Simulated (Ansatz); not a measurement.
# Cd2S (P3m1) in Ansatz: further runs

Runs on Cd2S. Level: PBEsol. Tasks: single point, equation of state.

Program: Ansatz 0.2.0. These are calculated values, not measurements. Logs are shortened: lines on timing, memory, paths and dates and some standing lists are left out, and cuts for length are marked.

**1. The crystal as given**

Symmetry: P3m1, No. 156, trigonal system. The conventional cell has a = 3.963 Å, b = 3.963 Å, c = 5.809 Å, α = 90.00°, β = 90.00°, γ = 120.00°. Around Cd (site symmetry 3m) lie 1 S at 2.52 Å. Around Cd (site symmetry 3m) lie 3 S at 2.60 Å. Around S (site symmetry 3m) lie 4 Cd at 2.52 to 2.60 Å.

The cell comes from a database or a generator and needn't be the stable form of this composition.

**2. Single point, PBEsol, 24.75 Å³/atom (volume scaled by 0.94)**

Input file input.yaml:

```yaml
crystal:
  lattice:
    - [3.8817765334, 0.0, 0.0]
    - [-1.9408882667, 3.3617170898, 0.0]
    - [0.0, 0.0, 5.6906037861]
  atoms:
    - { symbol: Cd, position: [0.3333333333, 0.6666666667, 0.932717] }
    - { symbol: Cd, position: [0.6666666667, 0.3333333333, 0.578735] }
    - { symbol: S, position: [0.3333333333, 0.6666666667, 0.365705] }
kpoints:
  mp_grid: { grid: [8, 8, 5] }
scf:
  occupations: { method: fermi_dirac, width: 0.05 }
hamiltonian:
  xc: pbesol
  pseudopotentials: { kind: all_electron, lapw: { basis_error: 0.002 } }
output:
  forces: true
  stress: true
  eigenvalues: true
```

Potentials or basis: all-electron LAPW, scalar-relativistic.

Launch:

```bash
$ ansatz run input.yaml --threads 2 --pin off --max-ram 6144MiB --backend cpu --events-out ev --progress --plain --runs-dir out
```

The program printed:

```text
Warning: RAYON_NUM_THREADS=2 ignored (pool sized by the plan → 2); use --threads N
LAPW: plane waves up to 7.942 Å⁻¹, error target 2.0e-3 eV per atom; small_component_spin mean_spin; S in spheres of 1.065 Å, 14 of its electrons in bands, Dirac shells []; Cd in spheres of 1.399 Å, 20 of its electrons in bands, Dirac shells [] (how accurate: hamiltonian.pseudopotentials.lapw.basis_error, Limitations)
Engine: ansatz 0.2.0, x86_64-unknown-linux-gnu
Pseudopotentials: kind: all_electron
Pseudopotential: Cd, LAPW, valence charge 20, lapw/all_electron/scalar/gaussian/Cd, Koelling and Harmon's equation, gaussian nucleus
Pseudopotential: S, LAPW, valence charge 14, lapw/all_electron/scalar/gaussian/S, Koelling and Harmon's equation, gaussian nucleus
Functional definition: PBEsol
  exchange = pbesol_x
  correlation = pbesol_c
Crystal: 3 atoms, lattice volume = 74.259 Å³
Basis set: ecut = 240.3247305043353 eV, 615 PW (Γ), exchange–correlation at level 2
Bands: 33, of which v1, the nominal top of the filled ones, is band 27 counted from 1 (26 counted from 0)
Symmetry: 6 space group operations
Space group: P3m1 (ITA 156), of the structure as read, at distance tolerance 4.2e-5 Å
k-points: 40 of 320 (time reversal used)
Non-local potential: Cd, projectors of the file, none
Non-local potential: S, projectors of the file, none
Initial density: superposition of atomic densities (chi_scale 0.1, normalization cell, long waves kept (reshape's long-wave potential 0.17 eV rms))
Initial wavefunctions: plane waves of lowest kinetic energy (no species holds an atomic orbital)
Functional: x = pbesol(κ = 0.804, μ = 0.12345679012345678), c = pbesol(β = 0.046)
iter 1 solved again at ethr=3.75e-3 eV; its pass at ethr=1.00e-1 eV (dr2=2.03e0 eV) is discarded
SCF iter   1: F=—  HF=-315176.951068 eV  |F-HF|=—  |Δ(HF+E_count)|=         —  Δρ=3.30e-2  dr2=2.03e0  ethr=3.75e-3  ⟨swp⟩=2.0  Hψ=8699  notcnv=0
preconditioner: auto → Resta (q_TF=auto, 2.587 Å⁻¹)  ε∞=5.0  [insulator: Δε(μ)=0.221 eV  Ē_g=11.737 eV  σ=0.050 eV  W_gap=0.79  n_scr=22 (ndim 8)  ℏωp=23.6 eV  f_vac=0.111  D(μ)=0.19/eV (n_scr^D=0)  ε∞_Penn≈5.0]
SCF iter   2: F=—  HF=-315176.288272 eV  |F-HF|=—  |Δ(HF+E_count)|=   6.63e-1  Δρ=1.27e-2  dr2=2.78e-1  ethr=3.75e-3  ⟨swp⟩=3.0  Hψ=3999  notcnv=0
SCF iter   3: F=—  HF=-315176.225762 eV  |F-HF|=—  |Δ(HF+E_count)|=   6.25e-2  Δρ=7.07e-3  dr2=7.76e-2  ethr=5.15e-4  ⟨swp⟩=2.2  Hψ=3864  notcnv=0
iter 4 solved again at ethr=1.08e-5 eV; its pass at ethr=1.44e-4 eV (dr2=5.83e-3 eV) is discarded
SCF iter   4: F=—  HF=-315176.208441 eV  |F-HF|=—  |Δ(HF+E_count)|=         —  Δρ=2.21e-3  dr2=5.82e-3  ethr=1.08e-5  ⟨swp⟩=2.0  Hψ=6560  notcnv=0
the basis was enlarged: its passes take 62.7 KiB over the memory plan, 2 of 2 planned eigensolver slots
SCF iter   5: F=—  HF=-315176.206290 eV  |F-HF|=—  |Δ(HF+E_count)|=   2.15e-3  Δρ=7.59e-4  dr2=5.71e-4  ethr=1.08e-5  ⟨swp⟩=2.4  Hψ=3650  notcnv=0
SCF iter   6: F=—  HF=-315176.206539 eV  |F-HF|=—  |Δ(HF+E_count)|=   2.49e-4  Δρ=2.12e-4  dr2=6.76e-5  ethr=1.06e-6  ⟨swp⟩=2.2  Hψ=3643  notcnv=0
SCF iter   7: F=—  HF=-315176.206530 eV  |F-HF|=—  |Δ(HF+E_count)|=   9.39e-6  Δρ=1.15e-4  dr2=1.76e-5  ethr=1.25e-7  ⟨swp⟩=2.5  Hψ=3655  notcnv=0
SCF iter   8: F=—  HF=-315176.206524 eV  |F-HF|=—  |Δ(HF+E_count)|=   6.01e-6  Δρ=3.76e-5  dr2=1.69e-6  ethr=3.26e-8  ⟨swp⟩=3.0  Hψ=3700  notcnv=0
SCF iter   9: F=—  HF=-315176.206525 eV  |F-HF|=—  |Δ(HF+E_count)|=   1.44e-6  Δρ=1.17e-5  dr2=1.53e-7  ethr=3.13e-9  ⟨swp⟩=3.0  Hψ=3811  notcnv=0
SCF iter  10: F=-315176.206525 eV  HF=-315176.206525 eV  |F-HF|=1.62e-8  |Δ(HF+E_count)|=   1.59e-7  Δρ=3.58e-6  dr2=2.56e-8  ethr=2.84e-10  ⟨swp⟩=3.0  Hψ=3831  notcnv=0
SCF 1 converged in 10 iterations: F = -315176.206525 eV  dr2 = 2.56e-8
SCF converged after 10 iterations
Free energy (F): -315176.206525 eV
Harris-Foulkes:  -315176.206525 eV  (|F-HF|=1.62e-8)
Internal energy: -315176.204569 eV  (E = F + TS)
E sigma→0 (E₀):  -315176.205547 eV
Entropy (-TS):   -0.001956 eV (-0.652 meV/atom)
Fermi energy:    9.795934 eV
--- Per-component energies (eV) ---
  E_band       = -2157.885530
  E_kinetic    = 329670.393765
  E_xc         = -8956.121198
  E_electrostatic = -635890.477136  (all electrons and nuclei)
  E_smearing   = -0.001956  (= −TS)
  E_closure    = 0.000000  (closes the sum)
  E_atoms      = -315168.904707  (free atoms, spherical and without spin; not in F)
  Σ components = -315176.206525   (vs F -315176.206525, Δ=0.00e0)
  Basis errors (estimates in eV, not in F): energy 8.3e-4 per atom: plane waves 7.7e-4 (4.5e-4 summed), levels above the bands 2.5e-74, relativity 1.1e-8, radial functions 5.4e-5, core shells 4.1e-7; eigenvalues (radial functions only) 3.6e-6; not estimated: angular momenta, meshes, grids; target (lapw.basis_error) 2.0e-3; muffin-tin radii S 1.065 Å, Cd 1.399 Å
--- Forces (eV/Å), atoms counted from 1 ---
  atom   1  Cd     0.00000000    -0.00000000    -0.10806402
  atom   2  Cd    -0.00000000     0.00000000     0.09957415
  atom   3  S      0.00000000    -0.00000000     0.00842854
  max |Σ_I F_I| component: 6.13e-5 eV/Å
--- Stress (GPa, compression-positive) ---
       -0.518605      -0.000000       0.000000
       -0.000000      -0.518605       0.000000
        0.000000       0.000000       0.072701
  P = ⅓ Tr σ = -0.3215 GPa (-3.215 kbar)
--- Band table (eV; the first three rows and the last of 40) ---
  k-point 0: bands = ["-194.9642", "-140.0613", "-139.9984", "-139.9984", "-92.4600", "-92.2365", "-53.5582", "-53.5582", "-53.5325", "-53.3309", "-53.3265", "-53.3265", "-3.2754", "1.2457", "1.2457", "1.3176", "1.3176", "1.4202", "1.5800", "1.6693", "1.6693", "2.0546", "2.0546", "5.0343", "5.8081", "8.9835", "8.9835", "12.9735", "14.8584", "16.5587", "16.5587", "18.2847", "18.2847"]
  k-point 1: bands = ["-194.9642", "-140.0612", "-139.9984", "-139.9984", "-92.4600", "-92.2365", "-53.5582", "-53.5582", "-53.5325", "-53.3309", "-53.3265", "-53.3265", "-3.2294", "1.1933", "1.2326", "1.2326", "1.3090", "1.3090", "1.6941", "1.6941", "1.7466", "2.0513", "2.0513", "4.1421", "7.1671", "9.0133", "9.0133", "12.5544", "14.7283", "16.4412", "16.4412", "17.9723", "17.9723"]
  k-point 2: bands = ["-194.9642", "-140.0612", "-139.9984", "-139.9984", "-92.4600", "-92.2365", "-53.5582", "-53.5582", "-53.5325", "-53.3309", "-53.3265", "-53.3265", "-3.1502", "0.9458", "1.2161", "1.2161", "1.2919", "1.2919", "1.7351", "1.7351", "1.8968", "2.0436", "2.0436", "3.5252", "8.9925", "9.0629", "9.0629", "11.4058", "14.4460", "16.2089", "16.2089", "17.7581", "17.7581"]
  k-point 39: bands = ["-194.9642", "-140.0612", "-139.9984", "-139.9984", "-92.4600", "-92.2365", "-53.5592", "-53.5589", "-53.5323", "-53.3308", "-53.3274", "-53.3271", "-2.7069", "1.0553", "1.2100", "1.3593", "1.4665", "1.5804", "1.6770", "1.7005", "1.8755", "1.9192", "2.3445", "5.5387", "6.1802", "7.0872", "9.2138", "11.0048", "11.7614", "14.9678", "15.6856", "16.4144", "18.2574"]
```

It took 14 s on 2 threads of Intel Xeon Platinum 8375C at 2.90GHz (Ice Lake), shared host; peak memory 0.41 GiB.

Results:

```
Free energy            : -315176.2065 eV
Pressure               : -0.3 GPa
Largest force          : 0.108 eV/Å
Band gap on the k mesh : 0.20 eV, indirect (least direct gap 0.59 eV)
```

Caveat: an odd mesh through Γ misses points on the zone boundary, where band edges often lie.

**3. Single point, PBEsol, 25.28 Å³/atom (volume scaled by 0.96)**

input.yaml: that of step 2 with these lines changed.

```diff
@@ -2,5 +2,5 @@
   lattice:
-    - [3.8817765334, 0.0, 0.0]
-    - [-1.9408882667, 3.3617170898, 0.0]
-    - [0.0, 0.0, 5.6906037861]
+    - [3.9091138886, 0.0, 0.0]
+    - [-1.9545569443, 3.3853919338, 0.0]
+    - [0.0, 0.0, 5.730679781]
   atoms:
```

Potentials or basis: all-electron LAPW, scalar-relativistic.

Launch:

```bash
$ ansatz run input.yaml --threads 2 --pin off --max-ram 6144MiB --backend cpu --events-out ev --progress --plain --runs-dir out
```

Run time: 14 s. Hardware: 2 threads of Intel Xeon Platinum 8375C at 2.90GHz (Ice Lake), shared host; peak memory 0.41 GiB.

Results (log left out):

| Item | Value |
| --- | --- |
| Free energy | -315176.1983 eV |
| Pressure | -1.3 GPa |
| Largest force | 0.060 eV/Å |
| Band gap on the k mesh | 0.20 eV, indirect (least direct gap 0.58 eV) |

Caveat: an odd mesh through Γ misses points on the zone boundary, where band edges often lie.

**4. Single point, PBEsol, 25.81 Å³/atom (volume scaled by 0.98)**

input.yaml: that of step 3 with these lines changed.

```diff
@@ -2,5 +2,5 @@
   lattice:
-    - [3.9091138886, 0.0, 0.0]
-    - [-1.9545569443, 3.3853919338, 0.0]
-    - [0.0, 0.0, 5.730679781]
+    - [3.9360741467, 0.0, 0.0]
+    - [-1.9680370733, 3.4087402022, 0.0]
+    - [0.0, 0.0, 5.7702029595]
   atoms:
```

Launch:

```bash
$ ansatz run input.yaml --threads 2 --pin off --max-ram 6144MiB --backend cpu --events-out ev --progress --plain --runs-dir out
```

It took 15 s on 2 threads of Intel Xeon Platinum 8375C at 2.90GHz (Ice Lake), shared host; peak memory 0.41 GiB.

The run converged. Its results:

```
Free energy            : -315176.1807 eV
Pressure               : -2.2 GPa
Largest force          : 0.082 eV/Å
Band gap on the k mesh : 0.21 eV, indirect (least direct gap 0.57 eV)
```

Caveat: an odd mesh through Γ misses points on the zone boundary, where band edges often lie.

**5. Single point, PBEsol, 26.33 Å³/atom**

input.yaml: that of step 4 with these lines changed.

```diff
@@ -2,5 +2,5 @@
   lattice:
-    - [3.9360741467, 0.0, 0.0]
-    - [-1.9680370733, 3.4087402022, 0.0]
-    - [0.0, 0.0, 5.7702029595]
+    - [3.962670049, 0.0, 0.0]
+    - [-1.9813350245, 3.4317729293, 0.0]
+    - [0.0, 0.0, 5.809192]
   atoms:
```

Launch:

```bash
$ ansatz run input.yaml --threads 2 --pin off --max-ram 6144MiB --backend cpu --events-out ev --progress --plain --runs-dir out
```

Run time: 14 s. Hardware: 2 threads of Intel Xeon Platinum 8375C at 2.90GHz (Ice Lake), shared host; peak memory 0.4 GiB.

It converged, with:

| Quantity | Value |
| --- | --- |
| Free energy | -315176.1549 eV |
| Pressure | -3.0 GPa |
| Largest force | 0.143 eV/Å |
| Band gap on the k mesh | 0.22 eV, indirect (least direct gap 0.56 eV) |

Caveat: an odd mesh through Γ misses points on the zone boundary, where band edges often lie.

**6. Single point, PBEsol, 26.86 Å³/atom (volume scaled by 1.02)**

input.yaml: that of step 5 with these lines changed.

```diff
@@ -2,5 +2,5 @@
   lattice:
-    - [3.962670049, 0.0, 0.0]
-    - [-1.9813350245, 3.4317729293, 0.0]
-    - [0.0, 0.0, 5.809192]
+    - [3.9889136618, 0.0, 0.0]
+    - [-1.9944568309, 3.4545005647, 0.0]
+    - [0.0, 0.0, 5.8476645914]
   atoms:
```

Potentials or basis: all-electron LAPW, scalar-relativistic.

Launch:

```bash
$ ansatz run input.yaml --threads 2 --pin off --max-ram 6144MiB --backend cpu --events-out ev --progress --plain --runs-dir out
```

It took 14 s on 2 threads of Intel Xeon Platinum 8375C at 2.90GHz (Ice Lake), shared host; peak memory 0.4 GiB.

It converged, with:

```
Free energy            : -315176.1219 eV
Pressure               : -3.7 GPa
Largest force          : 0.213 eV/Å
Band gap on the k mesh : 0.24 eV, indirect (least direct gap 0.56 eV)
```

Caveat: an odd mesh through Γ misses points on the zone boundary, where band edges often lie.

**7. Single point, PBEsol, 27.39 Å³/atom (volume scaled by 1.04)**

input.yaml: that of step 6 with these lines changed.

```diff
@@ -2,5 +2,5 @@
   lattice:
-    - [3.9889136618, 0.0, 0.0]
-    - [-1.9944568309, 3.4545005647, 0.0]
-    - [0.0, 0.0, 5.8476645914]
+    - [4.0148164244, 0.0, 0.0]
+    - [-2.0074082122, 3.4769330151, 0.0]
+    - [0.0, 0.0, 5.8856375034]
   atoms:
```

Launch:

```bash
$ ansatz run input.yaml --threads 2 --pin off --max-ram 6144MiB --backend cpu --events-out ev --progress --plain --runs-dir out
```

Wall time 14 s (2 threads of Intel Xeon Platinum 8375C at 2.90GHz (Ice Lake), shared host); peak memory 0.4 GiB.

Results (log left out):

| Property | Result |
| --- | --- |
| Free energy | -315176.0825 eV |
| Pressure | -4.3 GPa |
| Largest force | 0.278 eV/Å |
| Band gap on the k mesh | 0.26 eV, indirect (least direct gap 0.56 eV) |

Caveat: an odd mesh through Γ misses points on the zone boundary, where band edges often lie.

**8. Single point, PBEsol, 27.91 Å³/atom (volume scaled by 1.06)**

input.yaml: that of step 7 with these lines changed.

```diff
@@ -2,5 +2,5 @@
   lattice:
-    - [4.0148164244, 0.0, 0.0]
-    - [-2.0074082122, 3.4769330151, 0.0]
-    - [0.0, 0.0, 5.8856375034]
+    - [4.040389193, 0.0, 0.0]
+    - [-2.0201945965, 3.4990796824, 0.0]
+    - [0.0, 0.0, 5.9231266511]
   atoms:
```

Launch:

```bash
$ ansatz run input.yaml --threads 2 --pin off --max-ram 6144MiB --backend cpu --events-out ev --progress --plain --runs-dir out
```

It took 14 s on 2 threads of Intel Xeon Platinum 8375C at 2.90GHz (Ice Lake), shared host; peak memory 0.4 GiB.

Results (log left out):

```
Free energy            : -315176.0375 eV
Pressure               : -4.8 GPa
Largest force          : 0.339 eV/Å
Band gap on the k mesh : 0.28 eV, indirect (least direct gap 0.57 eV)
```

Caveat: an odd mesh through Γ misses points on the zone boundary, where band edges often lie.

**9. Equation of state, PBEsol**

Potentials or basis: all-electron LAPW, scalar-relativistic.

No new run: the results of the series are fitted here.

What came out:

```
Equilibrium volume                        : 24.59 Å³/atom (rough: see the caveat)
Bulk modulus at fixed shape and positions : 52 GPa (rough)
```

Energy against volume, from the lowest point:
| volume (Å³/atom) | energy (meV/atom) |
| --- | --- |
| 24.753 | 0.00 |
| 25.280 | 2.76 |
| 25.806 | 8.61 |
| 26.333 | 17.20 |
| 26.860 | 28.21 |
| 27.386 | 41.34 |
| 27.913 | 56.35 |

Caveat: the minimum lies outside the volumes run; the cell was scaled at fixed shape and fractional positions, which overstates the stiffness of a crystal with free parameters, most of all of layers and chains.
